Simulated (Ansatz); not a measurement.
# SiGe2: the cost of one run

Program: Ansatz 0.2.0. Level of theory: DFT PBE, scalar-relativistic, plane waves, PAW. These are calculated values, not measurements.

2 further runs of the same task are left out: 1 that didn't finish, 1 set aside as unsound or not needed.

**1. Starting point**

It takes space group I4/mcm (No. 140, tetragonal). Conventional cell: a = 5.896 Å, b = 5.896 Å, c = 5.059 Å, α = 90.00°, β = 90.00°, γ = 90.00°. Around Si (site symmetry 422) lie 2 Si at 2.53 Å and 8 Ge at 2.56 Å. Ge (site symmetry m2m) has 4 Si at 2.56 Å and 1 Ge at 2.60 Å as nearest neighbours.

Structure file:

```cif
data_structure
_symmetry_space_group_name_H-M 'I4/mcm'
_symmetry_Int_Tables_number 140
_cell_length_a 5.8960
_cell_length_b 5.8960
_cell_length_c 5.0587
_cell_angle_alpha 90.000
_cell_angle_beta 90.000
_cell_angle_gamma 90.000
_cell_volume 175.86
loop_
_atom_site_label
_atom_site_type_symbol
_atom_site_symmetry_multiplicity
_atom_site_Wyckoff_symbol
_atom_site_fract_x
_atom_site_fract_y
_atom_site_fract_z
_atom_site_occupancy
Si1 Si 4 a 0.00000 0.00000 0.25000 1
Ge1 Ge 8 h 0.34426 0.15574 0.50000 1
```

The cell is invented: species swapped into a database cell of VSb2 (I4/mcm, No. 140), with Si on the V sites and Ge on the Sb sites. Its size is a rough estimate.

**2. Probe: one point on a coarse mesh**

The input, input.yaml:

```yaml
crystal:
  lattice:
    - [-2.9480084, 2.9480084, 2.52935436]
    - [2.9480084, -2.9480084, 2.52935436]
    - [2.9480084, 2.9480084, -2.52935436]
  atoms:
    - { symbol: Si, position: [0.25, 0.25, 0.0] }
    - { symbol: Si, position: [0.75, 0.75, 0.0] }
    - { symbol: Ge, position: [0.65574479, 0.84425521, 0.5] }
    - { symbol: Ge, position: [0.84425521, 0.34425521, 0.18851042] }
    - { symbol: Ge, position: [0.34425521, 0.15574479, 0.5] }
    - { symbol: Ge, position: [0.15574479, 0.65574479, 0.81148958] }
basis:
  ecutwfc: 420
kpoints:
  mp_grid: { grid: [4, 4, 4] }
hamiltonian:
  xc: pbe
scf:
  occupations: { method: gaussian, width: 0.1 }
  lower_state_search: "off"
output:
  forces: true
  stress: true
  eigenvalues: true
```

Run with:

```console
$ ansatz run input.yaml --threads 1 --pin off --max-ram 2560MiB --backend cpu --events-out ev --progress --plain --runs-dir out
```

**Question.** How long does this run take on 1 thread of Arm Neoverse V1, shared host, and how much memory does it need?

About 3 s, with a peak of 0.35 GiB.
